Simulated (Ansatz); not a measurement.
# F5H3W: the cost of one run

All numbers below are computed with Ansatz 0.2.0 (RKS B3LYP/def2-SVP).

**1. Starting point**

Bond lengths: W1–H2 2.070 Å, W1–F3 1.850 Å, W1–F4 1.850 Å, W1–F5 1.850 Å, W1–F6 1.850 Å, W1–H7 1.720 Å, W1–F8 2.150 Å, W1–H9 2.165 Å. Angles (14 of 28 angles, heavy atoms first): F3–W1–F4 90.0°, F3–W1–F5 180.0°, F3–W1–F6 90.0°, F3–W1–F8 48.9°, F4–W1–F5 90.0°, F4–W1–F6 180.0°, F4–W1–F8 46.8°, F5–W1–F6 90.0°, F5–W1–F8 131.1°, F6–W1–F8 133.2°, H2–W1–F3 90.0°, H2–W1–F4 90.0°, H2–W1–F5 90.0°, H2–W1–F6 90.0°.

Coordinates:

```xyz
9

W     0.0000    0.0000    0.0000
H     0.0000    0.0000    2.0700
F     1.8500    0.0000    0.0000
F     0.0000    1.8500    0.0000
F    -1.8500    0.0000    0.0000
F     0.0000   -1.8500    0.0000
H     0.0000    0.0000   -1.7200
F     1.4129    1.4719    0.6779
H     0.7451    0.7762    1.8790
```

**2. Pulling towards end A**

Springs on the bonds that form and break draw the guess towards this end; the thresholds are loose.

File input.yaml:

```yaml
crystal:
  periodic: [false, false, false]
  atoms:
    - { symbol: W, position_ang: [0.0, 0.0, 0.0] }
    - { symbol: H, position_ang: [0.0, 0.0, 2.07] }
    - { symbol: F, position_ang: [1.85, 0.0, 0.0] }
    - { symbol: F, position_ang: [0.0, 1.85, 0.0] }
    - { symbol: F, position_ang: [-1.85, 0.0, 0.0] }
    - { symbol: F, position_ang: [0.0, -1.85, 0.0] }
    - { symbol: H, position_ang: [0.0, 0.0, -1.72] }
    - { symbol: F, position_ang: [1.4129, 1.4719, 0.6779] }
    - { symbol: H, position_ang: [0.7451, 0.7762, 1.879] }
basis:
  gaussian: { orbitals: def2-SVP }
hamiltonian:
  xc: b3lyp
relax:
  f_tol: 0.15
  max_steps: 25
  restrain:
    - { distance: [0, 7], at: 3.05, k: 30.0 }
    - { distance: [8, 1], at: 1.86, k: 30.0 }
    - { distance: [0, 1], at: 1.72, k: 30.0 }
    - { distance: [8, 7], at: 0.92, k: 30.0 }
```

Started as:

```sh
ansatz run input.yaml --threads 4 --pin off --max-ram 5120MiB --backend cpu --events-out ev --progress --plain --runs-dir out
```

**Question.** How long does this run take on 4 threads of Intel Xeon Platinum 8375C at 2.90GHz (Ice Lake), shared host, and how much memory does it need?

About 41 s, with a peak of 0.29 GiB.
